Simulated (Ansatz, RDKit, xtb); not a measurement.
# C3H7BrOSi: which of the isomers drawn lies lowest?

Which of a sample of isomers of C3H7BrOSi is the most stable in the gas at 298.15 K, and what are its properties? The sample is small against all isomers, and the most stable one of this formula need not be in it.

Plan: many cheap relaxations first (GFN2-xTB), then density-functional screening, relaxation at r2SCAN-D4/def2-SVP, vibrations (at GFN2-xTB) and a final energy. The numbers are computed, not measured.

### 1 Possible bonding patterns

Isomers were taken from a list of plausible structures; this is a sample, not all of them. That gives 8 candidates.

```csv
label,SMILES,spin
c117,C=C(Br)C[SiH2]O,singlet
c350,Br[Si@@H]1CCCO1,singlet
c353,Br[C@@H]1CO[SiH2]C1,singlet
c354,C[Si@H](C=O)CBr,singlet
c597,C=C(Br)O[SiH2]C,singlet
c825,C=C(CBr)[SiH2]O,singlet
c927,C/C(=C/Br)O[SiH3],singlet
c983,C=CCO[SiH2]Br,singlet
```

Candidates are built by distance geometry, with a force field where one applies, in up to four conformers (letters a to d).

**Question.** With final energies at CCSD(T)/def2-SVP + MP2/def2-TZVPP - MP2/def2-SVP, which structure will this search put lowest in free energy, and by what margin?

| quantity | value |
| --- | --- |
| lowest structure found | Br[Si@@H]1CCCO1, singlet |
| next finalist | C=CCO[SiH2]Br, singlet, 20.0 kcal/mol higher in G |
| share at equilibrium, among the finalists | 100.0 % |

The search ends on `Br[Si@@H]1CCCO1`. The margin of 20.0 kcal/mol over the next finalist is beyond the usual error of the last level; it says nothing of structures that weren't ranked. GFN2-xTB, HF/STO-3G, r2SCAN-D4/def2-SVP, r2SCAN-D4/def2-SVP, relaxed, HF/def2-SVP and MP2/def2-SVP already put its bonding pattern lowest among the structures in one piece. One minimum inside the window was never screened. Lowest found is not proven lowest: the search is finite, and each finalist counts with one conformer. Only 8 drawn patterns were tried, so whole families of isomers are missing, and the result ranks this sample alone.
